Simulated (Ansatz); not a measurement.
# Mg6Cd2O7: the cost of one run

Method: DFT PBEsol, scalar-relativistic, plane waves, PAW, in Ansatz 0.2.0.

2 further runs of the same task are left out: 2 set aside as unsound or not needed.

### Step 1. The system as given

It takes space group I4/mmm (No. 139, tetragonal). The conventional cell has a = 6.210 Å, b = 6.210 Å, c = 8.783 Å, α = 90.00°, β = 90.00°, γ = 90.00°. Mg (site symmetry -4m2) has 6 O at 2.20 Å as nearest neighbours. Around Mg (site symmetry m2m) lie 5 O at 2.20 Å. Cd (site symmetry 4mm) has 5 O at 2.20 Å as nearest neighbours. O (site symmetry 4/mmm) is surrounded by 4 Mg at 2.20 Å and 2 Cd at 2.20 Å. Around O (site symmetry mmm) lie 6 Mg at 2.20 Å. O (site symmetry 2/m) has 4 Mg at 2.20 Å and 2 Cd at 2.20 Å as nearest neighbours.

The input asks for a charge of +2 e on the cell.

Structure file:

```xyz
15
Lattice="-4.3913 4.3913 0.0000 0.0000 4.3913 -4.3913 -4.3913 0.0000 -4.3913" Properties=species:S:1:pos:R:3 pbc="T T T"
Mg    0.0000    2.1957   -2.1957
Mg   -4.3913    2.1957   -2.1957
Mg   -2.1957    0.0000   -2.1957
Mg   -2.1957    4.3913   -2.1957
Mg   -2.1957    2.1957    0.0000
Mg   -2.1957    2.1957   -4.3913
Cd    0.0000    0.0000    0.0000
Cd   -4.3913    4.3913   -4.3913
O    -6.5870    4.3913   -4.3913
O    -6.5870    6.5870   -6.5870
O    -2.1957    2.1957   -2.1957
O    -4.3913    4.3913   -6.5870
O    -4.3913    4.3913   -2.1957
O    -4.3913    2.1957   -4.3913
O    -4.3913    6.5870   -4.3913
```

It goes back to an entry of the Materials Project, which need not be the stable form.

It is built from the cell relaxed beforehand with the same method (10.59 Å³/atom).

### Step 2. The vacancy and the jump

The supercell lacks one O atom, at fractional position (0.250, 0.750, 0.250), and holds 15 atoms and a charge of +2 e on a uniform background. Atom 10 (O), 3.11 Å away, is to jump into the empty site. The cell is fixed.

### Step 3. Relaxing around the vacancy

input.yaml reads:

```yaml
crystal:
  lattice:
    - [-4.3913357382, 4.3913357382, 0.0]
    - [0.0, 4.3913357382, -4.3913357382]
    - [-4.3913357382, 0.0, -4.3913357382]
  atoms:
    - { symbol: Mg, position: [0.0, 0.5, 0.0] }
    - { symbol: Mg, position: [0.5, 0.0, 0.5] }
    - { symbol: Mg, position: [0.0, 0.0, 0.5] }
    - { symbol: Mg, position: [0.5, 0.5, 0.0] }
    - { symbol: Mg, position: [0.5, 0.0, 0.0] }
    - { symbol: Mg, position: [0.0, 0.5, 0.5] }
    - { symbol: Cd, position: [0.0, 0.0, 0.0] }
    - { symbol: Cd, position: [0.5, 0.5, 0.5] }
    - { symbol: O, position: [0.75, 0.25, 0.75] }
    - { symbol: O, position: [0.75, 0.75, 0.75] }
    - { symbol: O, position: [0.25, 0.25, 0.25] }
    - { symbol: O, position: [0.25, 0.75, 0.75] }
    - { symbol: O, position: [0.75, 0.25, 0.25] }
    - { symbol: O, position: [0.25, 0.25, 0.75] }
    - { symbol: O, position: [0.75, 0.75, 0.25] }
total_charge: 2
basis:
  ecutwfc: 420
kpoints:
  mp_grid: { grid: [4, 4, 4] }
hamiltonian:
  xc: pbesol
scf:
  occupations: { method: gaussian, width: 0.05 }
output:
  forces: true
  stress: true
  eigenvalues: true
  write_density: true
  write_potential: true
  elf: true
  volumetric_format: npy
relax:
  adjacent_minimum: "off"
  f_tol: 0.02
  max_steps: 50
```

Command:

```bash
ansatz run input.yaml --threads 4 --pin off --max-ram 9216MiB --backend cpu --events-out ev --progress --plain --runs-dir out
```

Q: Estimate wall time and peak memory on 4 threads of Arm Neoverse V1, shared host.

About 31 s, with a peak of 0.71 GiB.
